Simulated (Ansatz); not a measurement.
**C2H7AlSe: basis-set convergence**

The task here is to estimate one member of a computed series from the others.

The runs use Ansatz 0.2.0, Gaussian basis; one geometry, several basis sets.

Levels to be run: PBE0-D4/def2-SVP; ωB97M-V/def2-SVP; PBE0-D4/def2-QZVPP; ωB97M-V/def2-QZVPP; the functionals' def2-TZVPP values are taken from earlier runs.

## Structure used throughout

The geometry comes from an earlier relaxation with PBE0-D4 in a triple-zeta def2 set; it is a stationary point, not always the lowest conformer.

SMILES `[CH3][AlH][Se]C`, 11 atoms, charge 0, spin multiplicity 1.

Atoms are counted from 1 here; the program's logs count them from 0.

Bond lengths: C1–Al2 1.950 Å, C1–H5 1.096 Å, C1–H6 1.093 Å, C1–H7 1.093 Å, Al2–Se3 2.311 Å, Al2–H8 1.585 Å, Se3–C4 1.964 Å, C4–H9 1.087 Å, C4–H10 1.088 Å, C4–H11 1.087 Å. Angles: Al2–C1–H5 110.2°, Al2–C1–H6 112.7°, Al2–C1–H7 111.2°, H5–C1–H6 107.2°, H5–C1–H7 107.0°, H6–C1–H7 108.3°, C1–Al2–Se3 120.9°, C1–Al2–H8 124.2°, Se3–Al2–H8 115.0°, Al2–Se3–C4 100.3°, Se3–C4–H9 110.7°, Se3–C4–H10 106.6°, Se3–C4–H11 110.1°, H9–C4–H10 109.4°, H9–C4–H11 110.4°, H10–C4–H11 109.5°.

The first run:

Input file in.yaml:

```yaml
crystal:
  periodic: [false, false, false]
  atoms:
    - {symbol: C, position_ang: [-1.556025, 0.644428, 0.433020]}
    - {symbol: Al, position_ang: [-0.210183, -0.268833, 1.509112]}
    - {symbol: Se, position_ang: [1.776346, -0.982312, 0.567226]}
    - {symbol: C, position_ang: [1.498372, -0.428355, -1.296747]}
    - {symbol: H, position_ang: [-1.382348, 1.726159, 0.447866]}
    - {symbol: H, position_ang: [-1.544738, 0.329527, -0.613198]}
    - {symbol: H, position_ang: [-2.560747, 0.476779, 0.830629]}
    - {symbol: H, position_ang: [-0.356150, -0.555193, 3.060900]}
    - {symbol: H, position_ang: [1.167772, 0.606136, -1.345579]}
    - {symbol: H, position_ang: [2.460533, -0.524801, -1.795946]}
    - {symbol: H, position_ang: [0.772670, -1.080634, -1.776783]}
basis:
  gaussian: {orbitals: def2-SVP}
hamiltonian: {xc: pbe0, dispersion: d4}
output: {orbitals: {seedname: orbitals}}
```

Launch:

```
> ansatz run in.yaml --threads 4 --pin off --events-out ev --progress --plain --max-ram 10444MiB
```

Steps of the session up to this table: PBE0-D4 in def2-SVP; ωB97M-V in def2-SVP; PBE0-D4 in def2-QZVPP; ωB97M-V in def2-QZVPP.

One table of the session follows, with a row left open; its other results are not shown here.

It belongs to the step «Functionals by basis». 

```
functional       basis  HOMO (eV)
   PBE0-D4    def2-SVP      -6.65
   PBE0-D4  def2-TZVPP      -6.73
   PBE0-D4  def2-QZVPP      -6.74
   ωB97M-V    def2-SVP      -8.74
   ωB97M-V  def2-TZVPP      -8.85
   ωB97M-V  def2-QZVPP          ?
```

**Question.** Estimate the row for ωB97M-V, def2-QZVPP.

The run gave: HOMO (eV): -8.86. In the column «HOMO (eV)» it is the lowest.
